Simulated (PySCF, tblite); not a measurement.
# FH9OSi4, a small molecule taken as a stand-in for a surface group: NMR shifts, core binding energies and electronic excitations

What NMR shifts, core binding energies and electronic excitations should one expect for `F[Si]([SiH3])([SiH3])O[SiH3]`?

Computed with tblite 0.8.0 and PySCF 2.14.0; each step states its level. No surroundings beyond the atoms listed, unless a continuum is named. Atoms count from 0, parts from 1.

### Step 1. Starting point

15 atoms, charge 0, multiplicity 1; geometry: distance geometry start.

### Step 2. Geometry optimisation with GFN2-xTB

What the job is given:

```
{"job": {"kind": "relax", "xc": "GFN2-xTB", "basis": "xTB"}, "charge": 0, "multiplicity": 1}
Si     0.138635     0.050382    -1.258343
Si     1.507386     1.733031    -0.892372
Si     1.289328    -1.714879    -1.957107
O     -0.699899    -0.354194     0.253491
Si    -0.067414    -0.067424     1.887596
F     -0.975664     0.470099    -2.403973
H      2.629192     1.321177    -0.106749
H      0.837872     2.799032    -0.181385
H      1.982800     2.236352    -2.128377
H      0.736957    -2.902258    -1.415888
H      1.256642    -1.758549    -3.372997
H      2.653466    -1.573904    -1.517628
H     -0.396718     1.236693     2.302857
H      1.342879    -0.226043     1.898700
H     -0.641122    -1.019306     2.802508
```

Method: GFN2-xTB geometry optimisation, gas phase.

Launch:

```console
$ OMP_NUM_THREADS=1 python cluster_run.py task.json out
```

One launch serves the whole session: the jobs run in the order shown.

Standard output:

```text
step      E/eV     max force
  0    -555.69567    3.286
  1    -556.09154    1.671
  2    -556.28923    0.871
  3    -556.32404    0.618
  4    -556.47394    0.542
  5    -556.52394    0.532
  6    -556.60556    0.515
  7    -556.64934    0.433
  8    -556.67965    0.339
  9    -556.69578    0.332
 10    -556.71605    0.338
 11    -556.73093    0.272
 12    -556.74253    0.325
 13    -556.75258    0.317
 14    -556.76022    0.218
 15    -556.76654    0.254
 16    -556.77118    0.210
 17    -556.77478    0.157
 18    -556.77825    0.148
 19    -556.78192    0.175
 20    -556.78676    0.191
 21    -556.79411    0.247
 22    -556.80451    0.343
 23    -556.81624    0.305
 24    -556.82524    0.213
 25    -556.83161    0.213
 26    -556.84015    0.206
 27    -556.85146    0.234
 28    -556.86037    0.224
 29    -556.86600    0.160
 30    -556.86887    0.144
 31    -556.87102    0.144
 32    -556.87374    0.140
 33    -556.87866    0.172
 34    -556.88237    0.184
 35    -556.88692    0.151
 36    -556.89023    0.080
 37    -556.89185    0.072
 38    -556.89269    0.069
 39    -556.89358    0.071
 40    -556.89464    0.162
 41    -556.89592    0.090
 42    -556.89766    0.080
 43    -556.89842    0.081
 44    -556.89881    0.057
 45    -556.89913    0.035
 46    -556.89936    0.035
 47    -556.89973    0.069
 48    -556.90019    0.078
 49    -556.90066    0.062
 50    -556.90093    0.027
 51    -556.90103    0.024
 52    -556.90111    0.027
 53    -556.90123    0.026
 54    -556.90142    0.035
 55    -556.90172    0.043
 56    -556.90208    0.039
 57    -556.90241    0.038
 58    -556.90266    0.032
 59    -556.90290    0.036
 60    -556.90320    0.049
 61    -556.90365    0.056
 62    -556.90426    0.072
 63    -556.90465    0.058
 64    -556.90534    0.077
 65    -556.90574    0.053
 66    -556.90641    0.044
 67    -556.90678    0.059
 68    -556.90774    0.078
 69    -556.90845    0.068
 70    -556.90927    0.070
 71    -556.90997    0.071
 72    -556.91050    0.043
 73    -556.91072    0.031
 74    -556.91078    0.024
 75    -556.91088    0.027
 76    -556.91096    0.024
 77    -556.91109    0.018
 78    -556.91119    0.020
 79    -556.91128    0.021
 80    -556.91132    0.019
 81    -556.91137    0.013
 82    -556.91140    0.013
 83    -556.91144    0.013
 84    -556.91148    0.017
 85    -556.91153    0.016
 86    -556.91158    0.015
 87    -556.91162    0.018
 88    -556.91166    0.020
 89    -556.91170    0.018
 90    -556.91173    0.011
 91    -556.91174    0.009
 92    -556.91175    0.009
 93    -556.91177    0.009
 94    -556.91178    0.008
 95    -556.91179    0.007
```

Run time: 2.6 s. Hardware: 1 thread of Arm Neoverse V2, shared host.

Step by step:

```
step  energy from step 0 (eV)  largest force (eV/Å)
   0                   0.0000                3.2859
   4                  -0.7783                0.5421
   8                  -0.9840                0.3392
  12                  -1.0469                0.3248
  16                  -1.0755                0.2100
  20                  -1.0911                0.1912
  24                  -1.1296                0.2138
  28                  -1.1647                0.2236
  32                  -1.1781                0.1397
  36                  -1.1946                0.0805
  40                  -1.1990                0.1620
  44                  -1.2031                0.0567
  48                  -1.2045                0.0787
  52                  -1.2054                0.0272
  56                  -1.2064                0.0392
  60                  -1.2075                0.0489
  64                  -1.2097                0.0775
  68                  -1.2121                0.0780
  72                  -1.2148                0.0425
  76                  -1.2153                0.0242
  80                  -1.2157                0.0193
  84                  -1.2158                0.0164
  88                  -1.2160                0.0199
  92                  -1.2161                0.0091
  95                  -1.2161                0.0073
```

Distances of close pairs at the start and the end, largest changes first:

```
   bond  before (Å)  after (Å)  change (Å)
 O3–Si4       1.776      1.618      -0.158
 Si0–O3       1.776      1.629      -0.147
Si0–Si1       2.200      2.314      +0.114
Si0–Si2       2.220      2.314      +0.094
Si4–H12       1.408      1.462      +0.054
 Si1–H8       1.417      1.469      +0.052
 Si2–H9       1.417      1.469      +0.052
Si2–H10       1.417      1.469      +0.052
```

### Step 3. Geometry optimisation at PBE0-D3(BJ)/def2-SVP

What the job is given:

```
{"job": {"xc": "PBE0", "basis": "def2-SVP", "d3": "d3bj", "grid": 2, "kind": "geom", "shake": 0.01}, "charge": 0, "multiplicity": 1}
Si    -0.157472     0.061596    -0.591576
Si     0.846849     2.148196    -0.762737
Si     0.438852    -1.904601    -1.599070
O     -0.289972    -0.233788     0.990652
Si    -0.976939    -0.306760     2.463378
F     -1.726609     0.342993    -1.065564
H      2.158887     2.167250    -0.071442
H      0.105459     3.294369    -0.230394
H      1.121075     2.467249    -2.151732
H     -0.295460    -3.098784    -1.172563
H      0.312063    -1.807729    -3.040392
H      1.879860    -2.194929    -1.321812
H     -1.591699     1.013912     2.762823
H      0.148644    -0.604370     3.341361
H     -1.984461    -1.369976     2.463738
```

Standard output:

```text
step   0  E = -1337.39328720  max force = 0.032625
step   1  E = -1337.40447065  max force = 0.011604
step   2  E = -1337.40570733  max force = 0.006711
step   3  E = -1337.40597457  max force = 0.001714
step   4  E = -1337.40604721  max force = 0.000589
step   5  E = -1337.40615669  max force = 0.001936
step   6  E = -1337.40620957  max force = 0.001548
step   7  E = -1337.40624947  max force = 0.000594
step   8  E = -1337.40628559  max force = 0.000870
step   9  E = -1337.40634337  max force = 0.001958
step  10  E = -1337.40639983  max force = 0.002058
step  11  E = -1337.40643199  max force = 0.001085
step  12  E = -1337.40644453  max force = 0.000184
optimisation converged
```

Run time: 2.3 min. Hardware: 1 thread of Arm Neoverse V2, shared host; peak memory 0.76 GiB.

Relaxation path:

```
step  energy from step 0 (eV)  largest force component (eV/Å)
   0                   0.0000                          1.6776
   1                  -0.3043                          0.5967
   2                  -0.3380                          0.3451
   3                  -0.3452                          0.0881
   4                  -0.3472                          0.0303
   5                  -0.3502                          0.0996
   6                  -0.3516                          0.0796
   7                  -0.3527                          0.0305
   8                  -0.3537                          0.0447
   9                  -0.3553                          0.1007
  10                  -0.3568                          0.1058
  11                  -0.3577                          0.0558
  12                  -0.3580                          0.0095
```

Close pairs (by a distance rule), those that changed most:

```
   bond  before (Å)  after (Å)  change (Å)
Si0–Si2       2.288      2.346      +0.058
Si2–H10       1.450      1.495      +0.045
 Si1–H8       1.451      1.495      +0.044
 O3–Si4       1.627      1.665      +0.038
 Si0–O3       1.615      1.653      +0.038
Si4–H13       1.458      1.489      +0.031
 Si1–H7       1.465      1.495      +0.030
 Si2–H9       1.465      1.495      +0.029
```

The next job starts from the end point, and lists it.

```
                         at the end point                value
  point group (found at 0.08 Å tolerance)                   C1
rotational constants (GHz, main isotopes)  1.447, 1.006, 0.748
                        dipole moment (D)                 0.84
```

### Step 4. Nuclear shieldings: PBE0/pcSseg-1

What the job is given:

```
{"job": {"kind": "nmr", "xc": "PBE0", "basis": "pcSseg-1"}, "charge": 0, "multiplicity": 1}
Si    -0.235938     0.047820    -0.493331
Si     0.905100     2.061826    -0.882150
Si     0.536525    -1.826524    -1.674263
O     -0.184210    -0.307353     1.119905
Si    -1.029640    -0.279580     2.554259
F     -1.801742     0.302935    -0.894139
H      2.343383     1.899242    -0.506331
H      0.301643     3.154891    -0.059533
H      0.823087     2.426861    -2.329809
H     -0.287337    -3.026799    -1.335484
H      0.468994    -1.574233    -3.146460
H      1.960506    -2.080844    -1.294508
H     -1.583299     1.084733     2.801109
H     -0.081491    -0.640779     3.644086
H     -2.146554    -1.267538     2.511286
```

Method: GIAO PBE0/pcSseg-1 NMR shielding, non-relativistic, gas phase.

Standard output:

```text
coarse grid: 14248 points
cycle   1  E = -1337.6671624543  dE =  6.281e-02  |g| = 8.780e-01  |ddm| = 3.444e+00
cycle   2  E = -1337.4175551032  dE =  2.496e-01  |g| = 1.467e+00  |ddm| = 1.802e+00
cycle   3  E = -1337.7965478443  dE = -3.790e-01  |g| = 9.597e-02  |ddm| = 1.295e+00
cycle   4  E = -1337.7977033482  dE = -1.156e-03  |g| = 6.981e-02  |ddm| = 1.425e-01
cycle   5  E = -1337.7984787365  dE = -7.754e-04  |g| = 1.089e-02  |ddm| = 5.031e-02
cycle   6  E = -1337.7984998724  dE = -2.114e-05  |g| = 1.519e-03  |ddm| = 1.347e-02
cycle   7  E = -1337.7985003774  dE = -5.050e-07  |g| = 3.983e-04  |ddm| = 2.425e-03
final grid: 118864 points
cycle   8  E = -1337.8459801047  dE = -1.098e-05  |g| = 6.485e-03  |ddm| = 1.199e-02
cycle   9  E = -1337.8459677002  dE =  1.240e-05  |g| = 1.050e-02  |ddm| = 1.072e-02
cycle  10  E = -1337.8459866215  dE = -1.892e-05  |g| = 5.311e-04  |ddm| = 7.354e-03
cycle  11  E = -1337.8459866666  dE = -4.508e-08  |g| = 1.380e-04  |ddm| = 5.468e-04
cycle  12  E = -1337.8459866694  dE = -2.802e-09  |g| = 4.468e-05  |ddm| = 1.218e-04
cycle  13  E = -1337.8459866697  dE = -2.806e-10  |g| = 6.079e-06  |ddm| = 4.146e-05
converged SCF energy = -1337.8459866697

GIAO shielding tensors (ppm)
atom      isotropic    diamagn.    paramagn.     s11        s22        s33       span
  0 Si     316.802     878.419    -561.617    265.428    314.648    370.330    104.902
  1 Si     462.845     881.126    -418.282    456.512    465.157    466.865     10.352
  2 Si     461.177     880.828    -419.652    456.179    460.779    466.572     10.393
  3 O      274.917     401.149    -126.233    209.154    244.841    370.755    161.600
  4 Si     388.488     878.398    -489.909    349.707    353.469    462.288    112.581
  5 F      322.198     471.651    -149.453    231.346    305.333    429.915    198.569
  6 H       27.924      29.813      -1.889     25.099     26.129     32.544      7.445
  7 H       27.719      29.672      -1.953     24.482     25.927     32.747      8.265
  8 H       27.896      29.257      -1.361     24.923     25.833     32.931      8.009
  9 H       27.732      29.315      -1.583     24.522     25.809     32.863      8.341
 10 H       27.891      29.111      -1.220     24.903     25.863     32.907      8.004
 11 H       27.895      29.647      -1.751     25.051     26.182     32.454      7.403
 12 H       26.135      28.638      -2.503     22.668     24.891     30.846      8.178
 13 H       26.317      28.268      -1.951     23.086     24.556     31.307      8.221
 14 H       26.142      28.302      -2.161     22.700     24.673     31.052      8.352
```

Wall time 18 s (1 thread of Arm Neoverse V2, shared host); peak memory 0.95 GiB.

Shifts follow as δ = σ(reference) − σ, with reference shieldings (ppm) from runs at the same level and on the same kind of geometry: ¹H TMS 31.27, ²⁹Si TMS 352.0, ¹⁹F CFCl3 177.2, ¹⁷O H2O 334.6. The references are single molecules in the gas phase, so shifts against H2O, NH3, PH3, H3PO4 or CFCl3 are not on the usual liquid scales and can be off by tens of ppm.

```
atoms                         environment  σ (ppm)  δ (ppm)
  H12   hydrogen on a silicon bonded to O    26.14     5.13
  H14   hydrogen on a silicon bonded to O    26.14     5.13
  H13   hydrogen on a silicon bonded to O    26.32     4.95
   H7  hydrogen on a silicon bonded to Si    27.72     3.55
   H9  hydrogen on a silicon bonded to Si    27.73     3.54
  H10  hydrogen on a silicon bonded to Si    27.89     3.38
  H11  hydrogen on a silicon bonded to Si    27.90     3.37
   H8  hydrogen on a silicon bonded to Si    27.90     3.37
   H6  hydrogen on a silicon bonded to Si    27.92     3.34
  Si0        silicon bonded to F, O, 2 Si    316.8     35.2
  Si4            silicon bonded to O, 3 H    388.5    -36.5
  Si2           silicon bonded to Si, 3 H    461.2   -109.2
  Si1           silicon bonded to Si, 3 H    462.8   -110.9
   O3               oxygen bonded to 2 Si    274.9     59.6
   F5               fluorine bonded to Si    322.2   -144.9
```

The run also stored atomic charges by several schemes (e):

```
atoms  Mulliken    IAO  Hirshfeld  ESP fit
  Si0      0.87   1.02       0.35     0.56
  Si1      0.12   0.22       0.21     0.11
  Si2      0.13   0.23       0.21     0.12
   O3     -0.77  -0.87      -0.31    -0.46
  Si4      0.73   0.85       0.39     0.57
   F5     -0.43  -0.53      -0.21    -0.30
```

Mayer bond orders: Si0–Si1 0.87, Si0–Si2 0.87, Si0–O3 0.91, O3–Si4 0.87, Si0–F5 0.88.

[end of part 1 of 2]
